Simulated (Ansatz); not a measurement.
What does this script print? It uses the Python package of Ansatz (0.2.0).

The script reads `h2in.xyz`:
```text
3

In    0.22670   -0.24390    0.08920
H     0.75990    1.15590    0.54410
H    -0.99750   -0.97680   -0.64660
```

The script, `relaxed_scan_h2in.py`:
```python
"""One bond of H2In held at set lengths while the rest relaxes."""

import logging
import sys

import ansatz as az
import numpy as np

logging.basicConfig(stream=sys.stdout, format="%(name)s: %(message)s")
log = logging.getLogger("run")
log.setLevel(logging.INFO)

BASIS = "def2-SVP"
XC = "pbe0"

molecule = az.Crystal.molecule_from_extxyz("h2in.xyz")

model = molecule.calculation().basis(gaussian=BASIS).functional(XC).spin("collinear", total=1)
symbols = [site.symbol for site in molecule.cartesian_sites]
pairs = [(0, 1), (0, 2)]
print("held (A)   E (eV)        ", "  ".join(f"{symbols[i]}{i}-{symbols[j]}{j}" for i, j in pairs))
for length in [1.44, 1.57, 1.69, 1.88, 2.11]:
    summary = model.relax(constraints=[az.DistanceConstraint((0, 1), at=length)], force_tolerance=0.02, max_steps=60).run(threads=1).report
    xyz = np.array(summary["positions_ang"])
    print(f"{length:6.2f} {summary['free_energy_ev']:14.5f}  ", "  ".join(f"{np.linalg.norm(xyz[i] - xyz[j]):.3f}" for i, j in pairs))
```

```console
$ python relaxed_scan_h2in.py
held (A)   E (eV)         In0-H1  In0-H2
DeckWarning: relax.constraints: the input's atoms, or those drawn, lie off the distances that are held; a relaxation that starts there is brought onto them ahead of its first SCF, by positions alone, an atom by 6.27e-2 Å at the most. With the symmetry detection on, the symmetry is detected on the input's atoms as so [...]
  1.44    -5203.64209   1.440  1.756
  1.57    -5204.23608   1.570  1.761
  1.69    -5204.45594   1.690  1.765
  1.88    -5204.43706   1.880  1.772
  2.11    -5204.12627   2.110  1.784
```
(Warnings from the package without file and line, shortened, repeats left out.)

Notes:
- Total energies depend on the basis set; only differences at equal settings carry meaning.
- The energies are electronic: no zero-point or thermal terms, and the basis set is short of its limit.
- def2 sets replace the cores of elements past krypton by effective core potentials.
- The run takes the species as open-shell (spin multiplicity 2), which needn't be its ground state.
- Hardware and time: 33 s on 1 thread of Arm Neoverse V1 (shared host), peak memory 0.17 GiB.
